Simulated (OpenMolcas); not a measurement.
# One shape, several levels: doublet CH3AlF2O+

We compute a comparison of 5 runs (U-r2SCAN/6-31G*, UPBE0/6-31G*, USVWN5/6-31G*, UB3LYP/6-31G*, ROMP2/6-31G*) of doublet CH3AlF2O+. 

Program for the calculation: OpenMolcas 26.06.

1 further run of the same task is left out (set aside as unsound or not needed).

### 1 The structure to begin with

The species is CH3AlF2O+ (8 atoms), meant as a doublet with charge +1. SMILES of the parent species: `C[O][Al]([F])[F]`. Geometry: relaxed at PBE0-D4/def2-TZVP. That shape belongs to the parent species and isn't relaxed for this state.

Bond lengths: C1–O2 1.401 Å, O2–Al3 1.661 Å, Al3–F4 1.634 Å, Al3–F5 1.639 Å, C1–H6 1.095 Å, C1–H7 1.094 Å, C1–H8 1.094 Å. Angles: C1–O2–Al3 136.9°, O2–Al3–F4 119.6°, O2–Al3–F5 122.1°, F4–Al3–F5 118.3°, O2–C1–H6 112.5°, O2–C1–H7 109.7°, O2–C1–H8 109.7°, H6–C1–H7 108.4°, H6–C1–H8 108.4°, H7–C1–H8 108.1°.

### 2 A single-point energy at U-r2SCAN/6-31G(d) (spherical functions) (run 1)

mol.input reads:

```
&GATEWAY
 BasLib = $CurrDir
 Coord
 8
 angstrom
 C       -0.239000       0.900700       0.881500
 O       -0.459800      -0.316300       0.222600
 Al       0.227600      -1.156300      -1.035300
 F       -0.392600      -2.602700      -1.474500
 F        1.520300      -0.581200      -1.861800
 H        0.609600       1.454200       0.465200
 H       -0.042800       0.715700       1.941600
 H       -1.131100       1.528900       0.804800
 Basis = 6-31Gs
 Group = NoSym

&SEWARD
 GridInput
 Grid=UltraFine
 End of Grid

&SCF
 UHF
 Charge = 1
 Spin = 2
 KSDFT = 2
 1.0 MGGA_X_R2SCAN
 1.0 MGGA_C_R2SCAN
 Thresholds = 1e-10 1e-07 1e-07 1e-05
 PrOrbitals = 1 1
```

The basis set 6-31G* is read from a file made from the Basis Set Exchange's data (not shown).

Started as:

```bash
export MOLCAS_MEM=1860
pymolcas mol.input > mol.log
```

Standard output:

```text
--- Start Module: gateway ---
[...]
--- Stop Module: gateway /rc=_RC_ALL_IS_WELL_ ---
--- Start Module: seward ---
[...]
      Basis functions           80
--- Stop Module: seward /rc=_RC_ALL_IS_WELL_ ---
[...]
--- Start Module: scf ---
[...]
       Convergence after  45 Iterations
[...]
::    Total KS-DFT energy                            -556.8300954830
[...]
      Total spin, S                                     0.5022105548
[...]
      Total electronic charge=   47.000000
      Total            charge=    1.000000
[...]
      Dipole Moment (debye):
      Origin of the operator (angstrom)=    0.1747   -0.8564   -0.7703
                   X= -1.0918E+00               Y=  5.2762E+00               Z=  4.8131E+00           Total=  7.2247E+00
      Center of Charge (angstrom)
[...]
--- Stop Module: scf /rc=_RC_ALL_IS_WELL_ ---
[...]
```

Wall time 81 s (1 thread of Intel Xeon 6975P-C (Granite Rapids), shared host); peak memory 0.45 GiB.

### 3 The energy at UPBE0/6-31G(d) (spherical functions) (run 2)

calc.input reads:

```
* CH3AlF2O Kohn-Sham DFT

&GATEWAY
 BasLib = $CurrDir
 Coord
 8
 angstrom
 C       -0.239000       0.900700       0.881500
 O       -0.459800      -0.316300       0.222600
 Al       0.227600      -1.156300      -1.035300
 F       -0.392600      -2.602700      -1.474500
 F        1.520300      -0.581200      -1.861800
 H        0.609600       1.454200       0.465200
 H       -0.042800       0.715700       1.941600
 H       -1.131100       1.528900       0.804800
 Basis = 6-31Gs
 Group = NoSym

&SEWARD
 GridInput
 Grid=UltraFine
 End of Grid

&SCF
 UHF
 Charge = 1
 Spin = 2
 KSDFT = PBE0
 Thresholds = 1e-10 1e-07 1e-07 1e-05
 PrOrbitals = 1 1
```

The basis set 6-31G* is read from a file made from the Basis Set Exchange's data (not shown).

Started as:

```bash
export MOLCAS_MEM=1860
pymolcas calc.input > calc.log
```

Standard output:

```text
--- Start Module: gateway ---
[...]
--- Stop Module: gateway /rc=_RC_ALL_IS_WELL_ ---
--- Start Module: seward ---
[...]
      Basis functions           80
--- Stop Module: seward /rc=_RC_ALL_IS_WELL_ ---
[...]
--- Start Module: scf ---
[...]
       Convergence after  34 Iterations
[...]
::    Total KS-DFT energy                            -556.5650870532
[...]
      Total spin, S                                     0.5020795035
[...]
      Total electronic charge=   47.000000
      Total            charge=    1.000000
[...]
      Dipole Moment (debye):
      Origin of the operator (angstrom)=    0.1747   -0.8564   -0.7703
                   X= -1.9269E+00               Y=  5.9800E+00               Z=  6.1191E+00           Total=  8.7702E+00
      Center of Charge (angstrom)
[...]
--- Stop Module: scf /rc=_RC_ALL_IS_WELL_ ---
[...]
```

Run time: 42 s. Hardware: 1 thread of Intel Xeon 6975P-C (Granite Rapids), shared host; peak memory 0.45 GiB.

### 4 A single-point energy at USVWN5/6-31G(d) (spherical functions) (run 3)

mol.xyz reads:

```xyz
8

C     -0.239000     0.900700     0.881500
O     -0.459800    -0.316300     0.222600
Al     0.227600    -1.156300    -1.035300
F     -0.392600    -2.602700    -1.474500
F      1.520300    -0.581200    -1.861800
H      0.609600     1.454200     0.465200
H     -0.042800     0.715700     1.941600
H     -1.131100     1.528900     0.804800
```

calc.input reads:

```
* CH3AlF2O Kohn-Sham DFT
&GATEWAY
BASLIB = $CurrDir
COORD = mol.xyz
BASIS = 6-31Gs
GROUP = NoSym
&SEWARD
GRIDINPUT
Grid=UltraFine
End of Grid
&SCF
UHF
CHARGE = 1
SPIN = 2
KSDFT = SVWN5
THRESHOLDS = 1e-10 1e-07 1e-07 1e-05
PRORBITALS = 1 2
```

The basis set 6-31G* is read from a file made from the Basis Set Exchange's data (not shown).

Started as:

```bash
export MOLCAS_MEM=1860
pymolcas calc.input > calc.log
```

Standard output:

```text
--- Start Module: gateway ---
[...]
--- Stop Module: gateway /rc=_RC_ALL_IS_WELL_ ---
--- Start Module: seward ---
[...]
      Basis functions           80
--- Stop Module: seward /rc=_RC_ALL_IS_WELL_ ---
[...]
--- Start Module: scf ---
[...]
       Convergence after  48 Iterations
[...]
::    Total KS-DFT energy                            -553.7673451463
[...]
      Total spin, S                                     0.5007129556
[...]
      Total electronic charge=   47.000000
      Total            charge=    1.000000
[...]
      Dipole Moment (debye):
      Origin of the operator (angstrom)=    0.1747   -0.8564   -0.7703
                   X=  3.6199E-01               Y=  3.4462E+00               Z=  2.6813E+00           Total=  4.3814E+00
      Center of Charge (angstrom)
[...]
--- Stop Module: scf /rc=_RC_ALL_IS_WELL_ ---
[...]
```

Run time: 32 s. Hardware: 1 thread of Intel Xeon 6975P-C (Granite Rapids), shared host; peak memory 0.45 GiB.

Run 4 isn't shown in full; the table further down has it.

### 5 A single-point energy at ROMP2/6-31G(d) (spherical functions) (run 5)

geom.xyz reads:

```xyz
8

C     -0.239000     0.900700     0.881500
O     -0.459800    -0.316300     0.222600
Al     0.227600    -1.156300    -1.035300
F     -0.392600    -2.602700    -1.474500
F      1.520300    -0.581200    -1.861800
H      0.609600     1.454200     0.465200
H     -0.042800     0.715700     1.941600
H     -1.131100     1.528900     0.804800
```

test.input reads:

```
>>> EXPORT MOLCAS_PRINT=2

&GATEWAY
  BasLib = $CurrDir
  Coord = geom.xyz
  Basis = 6-31Gs
  Group = NoSym

&SEWARD

&SCF
  UHF
  Charge = 1
  Spin = 2
  Thresholds = 1e-10 1e-07 1e-07 1e-05
  PrOrbitals = 1

&RASSCF
  FileOrb = $Project.UnaOrb
  Spin = 2
  Nactel = 1 0 0
  Inactive = 23
  Ras2 = 1
  OutOrbitals = Canonical
  OrbListing = NoCore

&CASPT2
  IPEA = 0.0
  Frozen = 9
```

The basis set 6-31G* is read from a file made from the Basis Set Exchange's data (not shown).

Started as:

```bash
export MOLCAS_MEM=1860
pymolcas test.input > test.log
```

Standard output:

```text
--- Start Module: gateway ---
[...]
--- Stop Module: gateway /rc=_RC_ALL_IS_WELL_ ---
[...]
      Basis functions           80
[...]
       Convergence after  57 Iterations
[...]
::    Total SCF energy                               -555.0738768615
[...]
      Total spin, S                                     0.5049125387
[...]
--- Start Module: rasscf ---
[...]
      Number of active orbitals                  1
[...]
      Spin quantum number                      0.5
[...]
      Active orbitals                            1
[...]
      Number of CSFs                             1
[...]
      Number of root(s) required                 1
[...]
      Convergence after  9 iterations
[...]
      printout of CI-coefficients larger than  0.05 for root  1
      energy=    -555.068649
      conf/sym  1     Coeff  Weight
             1  u   1.00000 1.00000
      Natural orbitals and occupation numbers for root  1
      sym 1:   1.000000
      ************************************************************************************************************************
      *                                                    Final results                                                     *
[...]
::    RASSCF root number  1 Total energy:   -555.06864870
[...]
      Total electronic charge=   47.000000
      Total            charge=    1.000000
[...]
      Dipole Moment (debye):
      Origin of the operator (angstrom)=    0.1747   -0.8564   -0.7703
                   X= -2.0938E+00               Y=  5.6414E+00               Z=  6.0351E+00           Total=  8.5225E+00
      Center of Charge (angstrom)
[...]
--- Stop Module: rasscf /rc=_RC_ALL_IS_WELL_ ---
[...]
--- Start Module: caspt2 ---
[...]
      E2 (Variational):          -0.6685480961
      Total energy:            -555.7371967962
[...]
      Reference weight:           0.84627
[...]
::    CASPT2 Root  1     Total energy:   -555.73719680
[...]
```

It took 14 s on 1 thread of Intel Xeon 6975P-C (Granite Rapids), shared host; peak memory 0.45 GiB.

### 6 All runs side by side

| run | level | Cartesian functions | integration grid | energy (Eh) | HOMO energy (eV) | LUMO energy (eV) | ⟨S²⟩ | wall time |
| --- | --- | --- | --- | --- | --- | --- | --- | --- |
| 1 | U-r2SCAN/6-31G* (spherical functions) | no | UltraFine | -556.830095 | -14.95 | -14.51 | 0.754 | 81 s |
| 2 | UPBE0/6-31G* (spherical functions) | no | UltraFine | -556.565087 | -16.07 | -13.73 | 0.754 | 42 s |
| 3 | USVWN5/6-31G* (spherical functions) | no | UltraFine | -553.767345 | -14.60 | -14.52 | 0.751 | 32 s |
| 4 | UB3LYP/6-31G* (Cartesian functions) | yes | UltraFine | -557.027662 | -15.75 | -14.01 | 0.754 | 48 s |
| 5 | ROMP2/6-31G* (spherical functions) | no | – | -555.737197 | – | – | – | 14 s |

### 7 Outcome

| quantity | value |
| --- | --- |
| run 5: total energy | -555.73720 Eh |

Totals of different functionals can't be ranked against each other. All runs together took 3.6 min, the longest 81 s.
